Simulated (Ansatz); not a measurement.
AlBrHS, SMILES [SH][Al][Br], a relaxed scan of one distance

Computed with Ansatz's Python interface.

`albrhs.py`
```python
"""Relaxed scan of one distance in AlBrHS."""

import ansatz as az
from ase import Atoms
import numpy as np

atoms = Atoms(["S", "Al", "Br", "H"], positions=[
    (-0.0842, 1.1588, -0.9503),
    (-0.8326, -0.654, 0.1394),
    (0.6643, -2.4162, 0.5559),
    (0.3081, 1.8511, 0.2346),
])
molecule = az.Crystal.molecule_from_ase(atoms)

model = molecule.calculation()
model = model.basis(gaussian="def2-SVP").functional("b3lyp")
model = model.spin("collinear", total=1)
symbols = [site.symbol for site in molecule.cartesian_sites]
pairs = [(0, 1), (0, 3), (1, 2)]
print("held (A)   E (eV)        ", "  ".join(f"{symbols[i]}{i}-{symbols[j]}{j}" for i, j in pairs))
for length in [1.31, 1.43, 1.54, 1.71, 1.93]:
    data = model.relax(constraints=[az.DistanceConstraint((0, 3), at=length)], force_tolerance=0.02, max_steps=60).run(threads=1).report
    xyz = np.array(data["positions_ang"])
    print(f"{length:6.2f} {data['free_energy_ev']:14.5f}  ", "  ".join(f"{np.linalg.norm(xyz[i] - xyz[j]):.3f}" for i, j in pairs))
```

```console
$ python albrhs.py
held (A)   E (eV)         S0-Al1  S0-H3  Al1-Br2
DeckWarning: relax.constraints: the input's atoms, or those drawn, lie off the distances that are held; a relaxation that starts there is brought onto them ahead of its first SCF, by positions alone, an atom by 5.86e-2 Å at the most. With the symmetry detection on, the symmetry is detected on the input's atoms as so brought (as typed, where only the drawn atoms reach the distances), and notices that speak of the structure as typed mean those atoms
  1.31   -87484.40877   2.242  1.310  2.296
  1.43   -87484.57035   2.216  1.430  2.289
  1.54   -87484.31291   2.216  1.540  2.290
  1.71   -87483.72146   2.216  1.710  2.291
  1.93   -87483.40872   2.090  1.930  2.245
```
(Warnings from the package without file and line, repeats left out.)

Reading the output:
- The settings weren't tested for convergence.
- The energies are electronic: no zero-point or thermal terms, and the basis set is short of its limit.
- The run takes the species as open-shell (spin multiplicity 2), which needn't be its ground state.
- b3lyp holds the VWN-RPA fit, as in Gaussian; the form of ORCA and Turbomole is b3lyp5.
- The whole script took 3.4 min on 1 thread of AMD EPYC 7B13 (Zen 3), on a shared host, peak memory 0.29 GiB.
